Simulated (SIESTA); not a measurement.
Crystal: BaSrNbBiO6.

```
Bi Ba Nb Sr O
1.0
     0.00000    4.32955    4.32955
     4.32955    0.00000    4.32955
     4.32955    4.32955    0.00000
Bi Ba Nb Sr O
1 1 1 1 6
Direct
  0.00000 0.00000 0.00000
  0.75000 0.75000 0.75000
  0.50000 0.50000 0.50000
  0.25000 0.25000 0.25000
  0.73236 0.73236 0.26764
  0.26764 0.26764 0.73236
  0.73236 0.26764 0.73236
  0.26764 0.73236 0.26764
  0.26764 0.73236 0.73236
  0.73236 0.26764 0.26764
```

The cell comes from a database or a generator and needn't be the stable form of this composition.

| Quantity | Value |
| --- | --- |
| Program | SIESTA 5.4.2 |
| Task | single point |
| Functional | PBEsol |
| Potentials or basis | PseudoDojo 0.4 standard (PBEsol files) |
| Basis | DZP (energy shift 0.003 Ry; two zetas on semicore shells; d shell added on Ba, Sr) |
| Grid cutoff | 800 Ry |
| Energy shift | 0.003 Ry |
| k mesh | 6 × 6 × 6 |
| Occupations | fermi-dirac, width 0.05 eV |
| Spin | no spin polarisation |

On this cell: pressure -3.8 GPa; largest force 0.196 eV/Å; band gap on the k mesh 1.90 eV, direct.

The same run follows on a disturbed copy (atoms moved at random, drawn with an rms of 0.05 Å):

```
CELL_PARAMETERS angstrom
0.00000 4.32955 4.32955
4.32955 0.00000 4.32955
4.32955 4.32955 0.00000
ATOMIC_POSITIONS crystal
Bi 0.00620 0.01096 0.98869
Ba 0.74673 0.74334 0.75083
Nb 0.49439 0.49285 0.50777
Sr 0.24712 0.24989 0.25278
O 0.73111 0.73106 0.27780
O 0.25841 0.26965 0.73644
O 0.73906 0.26390 0.72386
O 0.25491 0.73829 0.26881
O 0.27102 0.73541 0.73291
O 0.73105 0.27232 0.26273
```

Q: What changes?

A: The energy moves by +17.8 meV/atom; pressure -3.9 GPa; largest force 1.888 eV/Å; band gap on the k mesh 1.71 eV, indirect (least direct gap 1.77 eV).

Forces on the atoms (eV/Å):
```
Bi   0.033  0.350 -1.843
Ba  -0.018 -0.058  0.146
Nb  -0.035 -0.506  1.819
Sr   0.064 -0.021 -0.066
O   -0.045 -0.177 -0.516
O    0.034  0.059  0.837
O    0.022 -0.529 -0.186
O   -0.032  0.985  0.033
O   -0.596  0.060 -0.136
O    0.572 -0.162 -0.088
```

Stress tensor (GPa, compression positive):
```
-4.22  0.12 -0.16
 0.12 -4.15 -0.43
-0.16 -0.43 -3.38
```

Caveats: this set's barium file shifts pressures by up to 1 GPa against other sets; spin-orbit coupling is left out, which as a rule narrows the gap of such compounds by several tenths of an eV; the basis of atomic orbitals isn't converged, which shifts pressures, moduli and gaps.

A k mesh can miss the band edges.
